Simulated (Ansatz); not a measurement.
**GeH4P (charge -1): rigid scan of one bond length from a Python script**

How does the energy of GeH4P (charge -1) change as one bond is stretched? Wanted for GeH4P (charge -1): a rigid scan of one bond length. SMILES: [PH2][GeH2-].

All numbers are computed with the Python package of Ansatz 0.2.0. Level of theory: CCSD(T)/def2-SVP.

### Step 1. Starting point

Bond lengths: P1–Ge2 2.285 Å, P1–H3 1.453 Å, P1–H4 1.453 Å, Ge2–H5 1.550 Å, Ge2–H6 1.550 Å. Angles: P1–Ge2–H5 109.4°, P1–Ge2–H6 109.4°, H5–Ge2–H6 109.4°, Ge2–P1–H3 93.7°, Ge2–P1–H4 93.7°, H3–P1–H4 94.3°.

No structure file is read: the coordinates are typed or built in the script.

### Step 2. The script

Contents of scan.py:

```python
"""Potential curve of GeH4P(-) along one bond."""

import ansatz as az
import numpy as np

system = (
    az.Crystal.molecule()
    .atom("P", (-1.2046, -0.2682, 0.608))
    .atom("Ge", (1.0387, 0.1138, 0.4013))
    .atom("H", (-1.5605, 1.1171, 0.3535))
    .atom("H", (-1.3588, -0.6764, -0.7776))
    .atom("H", (1.7837, -1.2408, 0.2889))
    .atom("H", (1.3014, 0.9545, -0.8741))
)

symbols = [site.symbol for site in system.cartesian_sites]
start = np.array([site.position_ang for site in system.cartesian_sites])
axis = (start[1] - start[0]) / np.linalg.norm(start[1] - start[0])
moving = [1, 4, 5]
lengths, energies = [2.011, 2.102, 2.194, 2.285, 2.376, 2.468, 2.559, 2.696], []
for length in lengths:
    xyz = start.copy()
    xyz[moving] += (length - np.linalg.norm(start[1] - start[0])) * axis
    point = az.Crystal.molecule()
    for symbol, place in zip(symbols, xyz):
        point = point.atom(symbol, place.tolist())
    job = (
        point.calculation()
        .basis(gaussian="def2-SVP")
        .correlation("ccsd_t")  # correlation on top of the mean field
        .charge(-1)  # electrons removed from the neutral system
    )
    report = job.run().report
    energies.append(report["free_energy_ev"])
    print(f"r = {length:6.3f} A  E = {energies[-1]:.5f} eV  <S^2> = {abs(report['mean_field']['state']['spin_squared']):.3f}")

# quartic fit about the minimum
fit = np.polynomial.Polynomial.fit(lengths, np.array(energies) - min(energies), 4).convert()
roots = [r.real for r in fit.deriv().roots() if abs(r.imag) < 1e-9 and fit.deriv(2)(r.real) > 0]
r_e = min(roots, key=lambda r: abs(r - lengths[int(np.argmin(energies))]))
print(f"minimum of the fit at {r_e:.4f} A, force constant {fit.deriv(2)(r_e):.2f} eV/A^2")
```

### Step 3. The input behind the calls

The package turns the script's settings into the engine's input (first run):

```yaml
crystal:
  periodic: [false, false, false]
  atoms:
    - { symbol: P, position_ang: [-1.2046, -0.2682, 0.608] }
    - { symbol: Ge, position_ang: [0.7697346133353045, 0.0679992699567986, 0.42608275104693644] }
    - { symbol: H, position_ang: [-1.5605, 1.1171, 0.3535] }
    - { symbol: H, position_ang: [-1.3588, -0.6764, -0.7776] }
    - { symbol: H, position_ang: [1.5147346133353046, -1.2866007300432014, 0.31368275104693644] }
    - { symbol: H, position_ang: [1.0324346133353044, 0.9086992699567986, -0.8493172489530635] }
basis:
  gaussian:
    orbitals: def2-SVP
total_charge: -1.0
correlation:
  method: ccsd_t
```

### Step 4. Running it

On the command line:

```
$ python scan.py
```

Log:

```text
r =  2.011 A  E = -65807.82743 eV  <S^2> = 0.000
r =  2.102 A  E = -65808.39438 eV  <S^2> = 0.000
r =  2.194 A  E = -65808.74395 eV  <S^2> = 0.000
r =  2.285 A  E = -65808.93326 eV  <S^2> = 0.000
r =  2.376 A  E = -65809.01403 eV  <S^2> = 0.000
r =  2.468 A  E = -65809.02017 eV  <S^2> = 0.000
r =  2.559 A  E = -65808.97644 eV  <S^2> = 0.000
r =  2.696 A  E = -65808.85479 eV  <S^2> = 0.000
minimum of the fit at 2.4295 A, force constant 6.75 eV/A^2
```

Wall time 6.8 s (1 thread of AMD EPYC 9R45 (Zen 5), shared host); peak memory 0.24 GiB.

### Step 5. What changed from run to run

The engine's inputs for some of the other runs:

Run 5, against run 1:

```diff
@@ -5 +5 @@
-    - { symbol: Ge, position_ang: [0.7697346133353045, 0.0679992699567986, 0.42608275104693644] }
+    - { symbol: Ge, position_ang: [1.1280797818422093, 0.12902002258446216, 0.39306445374814575] }
@@ -8,2 +8,2 @@
-    - { symbol: H, position_ang: [1.5147346133353046, -1.2866007300432014, 0.31368275104693644] }
-    - { symbol: H, position_ang: [1.0324346133353044, 0.9086992699567986, -0.8493172489530635] }
+    - { symbol: H, position_ang: [1.8730797818422094, -1.2255799774155378, 0.28066445374814575] }
+    - { symbol: H, position_ang: [1.3907797818422092, 0.9697200225844622, -0.8823355462518543] }
```

Run 6, against run 1:

```diff
@@ -5 +5 @@
-    - { symbol: Ge, position_ang: [0.7697346133353045, 0.0679992699567986, 0.42608275104693644] }
+    - { symbol: Ge, position_ang: [1.2184023996576485, 0.1444005958495171, 0.38474203360708065] }
@@ -8,2 +8,2 @@
-    - { symbol: H, position_ang: [1.5147346133353046, -1.2866007300432014, 0.31368275104693644] }
-    - { symbol: H, position_ang: [1.0324346133353044, 0.9086992699567986, -0.8493172489530635] }
+    - { symbol: H, position_ang: [1.9634023996576486, -1.2101994041504829, 0.27234203360708065] }
+    - { symbol: H, position_ang: [1.4811023996576482, 0.9851005958495171, -0.8906579663929193] }
```

Run 7, against run 1:

```diff
@@ -5 +5 @@
-    - { symbol: Ge, position_ang: [0.7697346133353045, 0.0679992699567986, 0.42608275104693644] }
+    - { symbol: Ge, position_ang: [1.3077432498881372, 0.1596139889703867, 0.3765100745545054] }
@@ -8,2 +8,2 @@
-    - { symbol: H, position_ang: [1.5147346133353046, -1.2866007300432014, 0.31368275104693644] }
-    - { symbol: H, position_ang: [1.0324346133353044, 0.9086992699567986, -0.8493172489530635] }
+    - { symbol: H, position_ang: [2.0527432498881373, -1.194986011029613, 0.2641100745545054] }
+    - { symbol: H, position_ang: [1.570443249888137, 1.0003139889703867, -0.8988899254454945] }
```

### Step 6. Run by run

The 8 runs, in the order started:

```csv
run,distance (Å),energy from run 6 (eV),iterations in all,CPU time (s)
1,2.01,1.1927,17,0.81
2,2.10,0.6258,17,0.8
3,2.19,0.2762,17,0.79
4,2.29,0.0869,17,0.79
5,2.38,0.0061,18,0.8
6,2.47,0.0000,18,0.8
7,2.56,0.0437,30,0.9
8,2.70,0.1654,18,0.83
```

### Step 7. Outcome

| quantity | value |
| --- | --- |
| bond length at the fit's minimum | 2.4295 Å |
| runs compared | 8 |
| range of energy | 1.193 eV |
| lowest point, distance (Å) | 2.47 |

**Reading.** The lowest point, at 2.47, lies inside the range. The ends stand 1.19 and 0.165 eV above it. The distance scanned is the script's pair 0, 1. The rest of the molecule is held rigid at a force-field or estimated start geometry, and the basis set is modest; single-reference methods fail as a bond breaks. The orbitals are restricted, so S² is zero by construction. Anions want diffuse functions, which this basis lacks.
